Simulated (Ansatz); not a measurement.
**Ca: structure and electronic structure**

What cell, bands and charges does Ca have, and do the methods agree? Methods of the runs shown: PAW, LAPW, crystal datasets and norm-conserving. Its runs: relaxed (PAW); the reference run (LAPW, PAW, crystal datasets and norm-conserving); no relativity (LAPW); spin-orbit coupling on (LAPW and PAW).

Method: DFT PBE, with the methods named in each step, in Ansatz 0.2.0.

### 1 The starting structure

It takes space group Fm-3m (No. 225, cubic). The conventional cell has a = 5.588 Å, b = 5.588 Å, c = 5.588 Å, α = 90.00°, β = 90.00°, γ = 90.00°. Ca (site symmetry m-3m) is surrounded by 12 Ca at 3.95 Å.

Structure file:

```cif
data_structure
_symmetry_space_group_name_H-M 'P 1'
_symmetry_Int_Tables_number 1
_cell_length_a 3.9516
_cell_length_b 3.9516
_cell_length_c 3.9516
_cell_angle_alpha 60.000
_cell_angle_beta 60.000
_cell_angle_gamma 60.000
_cell_volume 43.63
loop_
_atom_site_label
_atom_site_type_symbol
_atom_site_fract_x
_atom_site_fract_y
_atom_site_fract_z
_atom_site_occupancy
Ca1 Ca 0.00000 0.00000 0.00000 1
```

### 2 Relaxed, PAW

Contents of input.yaml:

```yaml
crystal:
  lattice:
    - [0.0, 2.7942, 2.7942]
    - [2.7942, 0.0, 2.7942]
    - [2.7942, 2.7942, 0.0]
  atoms:
    - { symbol: Ca, position: [0.0, 0.0, 0.0] }
kpoints:
  mp_grid: { grid: [16, 16, 16] }
scf:
  occupations: { method: fermi_dirac, width: 0.05 }
hamiltonian:
  xc: pbe
  pseudopotentials: { kind: paw }
output:
  forces: true
  stress: true
relax:
  f_tol: 0.003
  max_steps: 80
  cell: {}
```

The run is started by

```console
$ ansatz run input.yaml --threads 1 --pin off --max-ram 3072MiB --backend cpu --events-out ev --progress --plain --runs-dir out
```

Further steps of the session: The relaxed cell, LAPW; The relaxed cell, PAW; The relaxed cell, crystal datasets; The relaxed cell, norm-conserving; No relativity, LAPW; Spin-orbit coupling on, LAPW; Spin-orbit coupling on, PAW.

**Question.** What will these runs give? Wanted: volume, relaxed; gap.

**Answer**, as computed:

| quantity | value |
| --- | --- |
| volume, relaxed (PAW) | 42.147 Å³/atom, Fm-3m |
| gap (LAPW) | none |

Relaxing changes the volume by -3.4 %, to 42.15 Å³/atom. Bands cross the Fermi level: the crystal is a metal at this level. In pressure, PAW differs from LAPW by less than 0.01 GPa. No relativity moves the pressure by +0.02 GPa. Spin-orbit coupling on moves the pressure by less than 0.01 GPa.
